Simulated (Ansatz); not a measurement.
# CH10N2OSi2: molecular dynamics

The plan is to follow the molecule's vibrations and see whether its bonds hold. The start is relaxed first. Runs: 277 steps of 0.5 fs under a Nosé-Hoover thermostat at 700 K. SMILES of the start: NCO[SiH2]N[SiH3].

Method: RKS PBE0/6-31G, in Ansatz 0.2.0.

## Step 1: The system as given

Bond lengths (14 of 15 bonds, heavy atoms first): N1–C2 1.510 Å, C2–O3 1.430 Å, O3–Si4 1.561 Å, Si4–N5 1.705 Å, N5–Si6 1.698 Å, N1–H7 1.049 Å, N1–H8 0.996 Å, C2–H9 1.089 Å, C2–H10 1.118 Å, Si4–H11 1.548 Å, Si4–H12 1.491 Å, N5–H13 0.996 Å, Si6–H14 1.509 Å, Si6–H15 1.468 Å. Angles (14 of 25 angles, heavy atoms first): N1–C2–O3 109.6°, C2–O3–Si4 118.8°, O3–Si4–N5 106.9°, Si4–N5–Si6 111.3°, N1–C2–H9 108.1°, N1–C2–H10 108.5°, O3–C2–H9 112.4°, O3–C2–H10 111.8°, C2–N1–H7 103.3°, C2–N1–H8 105.4°, O3–Si4–H11 110.4°, O3–Si4–H12 111.7°, N5–Si4–H11 108.1°, N5–Si4–H12 111.0°.

Structure file:

```xyz
16

N     2.8560   -1.4797    1.3309
C     1.4287   -1.0081    1.4730
O     0.9832   -0.4488    0.2346
Si   -0.4622    0.1358    0.1506
N    -0.7795    0.4351   -1.4979
Si   -2.2647    1.2313   -1.7041
H     3.3607   -0.6239    0.9958
H     2.8632   -2.0632    0.5234
H     0.8222   -1.8554    1.7882
H     1.3833   -0.2631    2.3048
H    -1.4943   -0.9003    0.6585
H    -0.6013    1.3823    0.9569
H    -0.0780    1.0583   -1.8312
H    -3.3988    0.3797   -1.1899
H    -2.4154    1.4358   -3.1503
H    -2.2258    2.5616   -0.9989
```

## Step 2: Preparing the start

input.yaml

```yaml
crystal:
  periodic: [false, false, false]
  atoms:
    - { symbol: "N", position_ang: [2.856, -1.4797, 1.3309] }
    - { symbol: C, position_ang: [1.4287, -1.0081, 1.473] }
    - { symbol: O, position_ang: [0.9832, -0.4488, 0.2346] }
    - { symbol: Si, position_ang: [-0.4622, 0.1358, 0.1506] }
    - { symbol: "N", position_ang: [-0.7795, 0.4351, -1.4979] }
    - { symbol: Si, position_ang: [-2.2647, 1.2313, -1.7041] }
    - { symbol: H, position_ang: [3.3607, -0.6239, 0.9958] }
    - { symbol: H, position_ang: [2.8632, -2.0632, 0.5234] }
    - { symbol: H, position_ang: [0.8222, -1.8554, 1.7882] }
    - { symbol: H, position_ang: [1.3833, -0.2631, 2.3048] }
    - { symbol: H, position_ang: [-1.4943, -0.9003, 0.6585] }
    - { symbol: H, position_ang: [-0.6013, 1.3823, 0.9569] }
    - { symbol: H, position_ang: [-0.078, 1.0583, -1.8312] }
    - { symbol: H, position_ang: [-3.3988, 0.3797, -1.1899] }
    - { symbol: H, position_ang: [-2.4154, 1.4358, -3.1503] }
    - { symbol: H, position_ang: [-2.2258, 2.5616, -0.9989] }
basis:
  gaussian: { orbitals: "6-31G" }
hamiltonian:
  xc: pbe0
relax:
  f_tol: 0.02
  max_steps: 40
scf:
  lower_state_search: "off"
```

Run with:

```bash
> ansatz run input.yaml --threads 1 --pin off --max-ram 2048MiB --backend cpu --events-out ev --progress --plain --runs-dir out
```

Further steps of the session: Dynamics.

Q: Predict the outcome of this session. Wanted: relaxation of the start; temperature, first and last step; temperature, second half; potential energy, second half; largest change of the conserved energy; bonds formed or broken.

As calculated:

```
                              quantity                          value
               relaxation of the start       38 moves, 1.952 eV lower
                                length            277 steps of 0.5 fs
      temperature, first and last step                  700 and 421 K
              temperature, second half  mean 440 K, from 246 to 585 K
         potential energy, second half    +50 meV/atom from the start
largest change of the conserved energy                  0.25 meV/atom
                bonds formed or broken                              0
```

Against a set 700 K the second half averages 440 K with a spread of 67 K; 50 meV/atom has gone into potential energy, and a thermostat that acts over some 100 fs has not made it up in 138 fs. The conserved energy strays from its start by at most 0.25 meV/atom, 0.5 % of the mean kinetic energy, so a step of 0.5 fs is short enough over this time. The bonds all hold. A run of 138 fs with 16 atoms shows the motion but fixes no equilibrium value. The nuclei move classically, without zero-point motion, which matters most for hydrogen. The basis is very small, so the numbers are rough.
